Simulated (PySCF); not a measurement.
# C7H8Se: magnetic properties

Wanted: magnetic properties for C7H8Se (`C=CCc1ccc[se]1`).

Computed with PySCF 2.14.0 and routines of our own; the level stands in each step. Atoms count from 0.

## 1. The system as given

16 atoms, charge 0, multiplicity 1; geometry from: GFN2-xTB.

## 2. Magnetic properties: GIAO B3LYP/pcSseg-1

Job settings and geometry (Å):

```
{"job": {"kind": "mag", "xc": "B3LYP", "basis": "pcSseg-1", "isotopologues": 2}, "charge": 0, "multiplicity": 1}
C     -2.618394     1.113654    -0.160351
C     -1.764226     0.293934    -0.741237
C     -1.110693    -0.872300    -0.059002
C      0.366841    -0.636676     0.013621
C      1.025604     0.095514     0.950060
C      2.422393     0.216695     0.749843
C      2.894105    -0.411262    -0.354581
Se     1.547351    -1.265435    -1.302938
H     -3.049316     1.951947    -0.680550
H     -2.928633     0.976341     0.862921
H     -1.455089     0.449532    -1.767329
H     -1.312628    -1.784480    -0.628683
H     -1.514827    -0.988814     0.948803
H      0.520286     0.549664     1.786143
H      3.056283     0.766655     1.424976
H      3.913344    -0.446025    -0.694059
```

With the program's defaults for keys left out, this is: GIAO B3LYP/pcSseg-1 magnetisability, rotational g tensor and spin-rotation constants, non-relativistic, gas phase.

Started as:

```sh
$ OMP_NUM_THREADS=1 python excited_run.py task.json out
```

One launch serves the whole session: the jobs run in the order shown.

The program printed:

```text
coarse grid: 63368 points
cycle   1  E = -2672.7440954945  dE =  2.269e-01  |g| = 8.746e-01  |ddm| = 4.041e+00
cycle   2  E = -2672.6589043865  dE =  8.519e-02  |g| = 9.075e-01  |ddm| = 1.260e+00
cycle   3  E = -2672.8017222395  dE = -1.428e-01  |g| = 2.786e-01  |ddm| = 1.115e+00
cycle   4  E = -2672.8236415597  dE = -2.192e-02  |g| = 8.255e-02  |ddm| = 4.225e-01
cycle   5  E = -2672.8254508693  dE = -1.809e-03  |g| = 2.448e-02  |ddm| = 9.473e-02
cycle   6  E = -2672.8255944366  dE = -1.436e-04  |g| = 9.051e-03  |ddm| = 2.943e-02
cycle   7  E = -2672.8256126655  dE = -1.823e-05  |g| = 3.365e-03  |ddm| = 1.018e-02
cycle   8  E = -2672.8256152286  dE = -2.563e-06  |g| = 1.448e-03  |ddm| = 4.209e-03
final grid: 134512 points
cycle   9  E = -2672.8255683109  dE =  1.789e-06  |g| = 2.929e-03  |ddm| = 4.434e-03
cycle  10  E = -2672.8255591420  dE =  9.169e-06  |g| = 6.434e-03  |ddm| = 8.709e-03
cycle  11  E = -2672.8255706282  dE = -1.149e-05  |g| = 5.031e-04  |ddm| = 6.115e-03
cycle  12  E = -2672.8255706879  dE = -5.969e-08  |g| = 7.115e-05  |ddm| = 4.607e-04
cycle  13  E = -2672.8255706891  dE = -1.242e-09  |g| = 9.786e-06  |ddm| = 6.605e-05
cycle  14  E = -2672.8255706891  dE = -1.819e-11  |g| = 4.056e-06  |ddm| = 1.512e-05
converged SCF energy = -2672.8255706891

Magnetisability tensor (1e-30 J/T^2)
    -1352.37       53.67     -107.97
       53.67    -1771.23      310.58
     -107.97      310.58    -1370.09
isotropic -1497.90   principal values   -1956.69  -1364.64  -1172.36
isotropic susceptibility -90.205 1e-6 cm^3/mol

Inertial axes            a          b          c
rot. const./GHz      2.7967     0.9572     0.7734
chi total           -82.257    -75.637   -112.723
chi diamagnetic    -536.113  -1344.931  -1617.299
chi paramagnetic    453.857   1269.293   1504.576
quadrupole/D A        2.808      2.211     -5.019
g nuclear            0.5639     0.5569     0.5504
g electronic        -0.5963    -0.5708    -0.5466
g total             -0.0324    -0.0139     0.0038

Spin-rotation constants (kHz, H = +C I.J)
atom  isotope        aa         bb         cc
  8     1H       -0.146     -0.106      0.023
  9     1H       -0.208     -0.045     -0.005
 10     1H       -0.228     -0.042      0.010
 11     1H       -0.284      0.018     -0.060
 12     1H       -0.200     -0.064     -0.017
 13     1H        0.008     -0.003     -0.077
 14     1H       -0.213      0.074     -0.077
 15     1H        0.249     -0.094     -0.069
  0    13C*       0.734      0.220      0.308
  1    13C*       0.853      0.261      0.367
  2    13C*       0.521      0.194      0.135
  3    13C*       1.349      0.402      0.179
  4    13C*       1.167      0.348      0.147
  5    13C*       1.044      0.397      0.146
  6    13C*       1.274      0.338      0.155
  7   77Se*       5.720      2.519      1.523
* in the singly substituted isotopologue

Isotopologues: g along a, b, c
2H    at 8,9,10,11,12,1    -0.0280    -0.0124     0.0034
13C   at 0                 -0.0323    -0.0135     0.0036
```

Run time: 76 s. Hardware: 1 thread of Arm Neoverse N1, shared host; peak memory 0.98 GiB.

In short:

| quantity | value |
| --- | --- |
| magnetisability | -1498·10⁻³⁰ J/T² |
| molar susceptibility | -90.2·10⁻⁶ cm³/mol |
| rotational g (a, b, c) | -0.0324, -0.0139, 0.0038 |

## 3. Magnetic properties: GIAO KT3/6-31G

The job, as its differences from that of step 2:

```diff
@@ -1,2 +1,2 @@
-{"job": {"kind": "mag", "xc": "B3LYP", "basis": "pcSseg-1", "isotopologues": 2}, "charge": 0, "multiplicity": 1}
+{"job": {"kind": "mag", "xc": "KT3", "basis": "6-31G"}, "charge": 0, "multiplicity": 1}
 C     -2.618394     1.113654    -0.160351
```

Level: GIAO KT3/6-31G magnetisability, rotational g tensor and spin-rotation constants, non-relativistic, gas phase.

The program printed:

```text
coarse grid: 63368 points
cycle   1  E = -2685.8283499676  dE =  2.119e-01  |g| = 6.413e-01  |ddm| = 4.197e+00
cycle   2  E = -2685.7308938479  dE =  9.746e-02  |g| = 7.971e-01  |ddm| = 1.799e+00
cycle   3  E = -2685.8977945148  dE = -1.669e-01  |g| = 2.833e-01  |ddm| = 1.494e+00
cycle   4  E = -2685.9212685556  dE = -2.347e-02  |g| = 4.279e-02  |ddm| = 4.696e-01
cycle   5  E = -2685.9216166045  dE = -3.480e-04  |g| = 2.714e-02  |ddm| = 8.901e-02
cycle   6  E = -2685.9217866416  dE = -1.700e-04  |g| = 1.148e-02  |ddm| = 4.215e-02
cycle   7  E = -2685.9218233994  dE = -3.676e-05  |g| = 3.907e-03  |ddm| = 1.751e-02
cycle   8  E = -2685.9218278796  dE = -4.480e-06  |g| = 8.746e-04  |ddm| = 5.691e-03
final grid: 134512 points
cycle   9  E = -2685.9218661212  dE =  8.592e-07  |g| = 1.895e-03  |ddm| = 4.614e-03
cycle  10  E = -2685.9218602413  dE =  5.880e-06  |g| = 4.720e-03  |ddm| = 8.652e-03
cycle  11  E = -2685.9218671451  dE = -6.904e-06  |g| = 6.139e-04  |ddm| = 6.308e-03
cycle  12  E = -2685.9218672538  dE = -1.088e-07  |g| = 1.264e-04  |ddm| = 8.774e-04
cycle  13  E = -2685.9218672583  dE = -4.466e-09  |g| = 1.850e-05  |ddm| = 1.601e-04
cycle  14  E = -2685.9218672584  dE = -8.185e-11  |g| = 5.744e-06  |ddm| = 2.544e-05
converged SCF energy = -2685.9218672584

Magnetisability tensor (1e-30 J/T^2)
    -1338.70       48.26     -108.51
       48.26    -1772.58      305.54
     -108.51      305.54    -1383.44
isotropic -1498.24   principal values   -1954.90  -1359.35  -1180.47
isotropic susceptibility -90.226 1e-6 cm^3/mol

Inertial axes            a          b          c
rot. const./GHz      2.7967     0.9572     0.7734
chi total           -81.389    -76.461   -112.829
chi diamagnetic    -533.071  -1341.537  -1614.175
chi paramagnetic    451.682   1265.076   1501.347
quadrupole/D A        3.053      1.859     -4.912
g nuclear            0.5639     0.5569     0.5504
g electronic        -0.5935    -0.5689    -0.5455
g total             -0.0296    -0.0120     0.0050

Spin-rotation constants (kHz, H = +C I.J)
atom  isotope        aa         bb         cc
  8     1H       -0.155     -0.110      0.016
  9     1H       -0.218     -0.051     -0.010
 10     1H       -0.228     -0.047      0.003
 11     1H       -0.293      0.012     -0.064
 12     1H       -0.212     -0.068     -0.021
 13     1H       -0.018     -0.008     -0.080
 14     1H       -0.227      0.065     -0.081
 15     1H        0.206     -0.096     -0.074
  0    13C*       0.635      0.184      0.252
  1    13C*       0.718      0.214      0.298
  2    13C*       0.443      0.166      0.114
  3    13C*       1.097      0.336      0.153
  4    13C*       0.960      0.292      0.124
  5    13C*       0.874      0.324      0.124
  6    13C*       1.041      0.287      0.130
  7   77Se*       4.523      1.955      1.276
* in the singly substituted isotopologue
```

It took 46 s on 1 thread of Arm Neoverse N1, shared host; peak memory 0.68 GiB.

Key values:

| quantity | value |
| --- | --- |
| magnetisability | -1498·10⁻³⁰ J/T² |
| molar susceptibility | -90.2·10⁻⁶ cm³/mol |
| rotational g (a, b, c) | -0.0296, -0.0120, 0.0050 |

## 4. The levels compared

| level | ξ (10⁻³⁰ J/T²) | g(a) | g(b) | gap (eV) | functions | time |
| --- | --- | --- | --- | --- | --- | --- |
| GIAO B3LYP/pcSseg-1 | -1498 | -0.0324 | -0.0139 | 5.55 | 200 | 76 s |
| GIAO KT3/6-31G | -1498 | -0.0296 | -0.0120 | 4.25 | 106 | 46 s |

## 5. What came out

| quantity | value |
| --- | --- |
| magnetisability (step 2, GIAO B3LYP/pcSseg-1) | -1498·10⁻³⁰ J/T² |
| molar susceptibility (step 2, GIAO B3LYP/pcSseg-1) | -90.2·10⁻⁶ cm³/mol |
| rotational g (a, b, c) (step 2, GIAO B3LYP/pcSseg-1) | -0.0324, -0.0139, 0.0038 |
| magnetisability over the levels | -1498 to -1498·10⁻³⁰ J/T² |

In words: Steps that list no spin-orbit terms leave them out, which matters at and beside the heavy atoms. The magnetisability spreads by 0.0 % over 2 levels, from GIAO KT3/6-31G (46 s) to GIAO B3LYP/pcSseg-1 (76 s); the runs took 46 s to 76 s. Two levels can agree by chance, so this spread shows no convergence. Vibrational averaging and real surroundings are missing from these values.
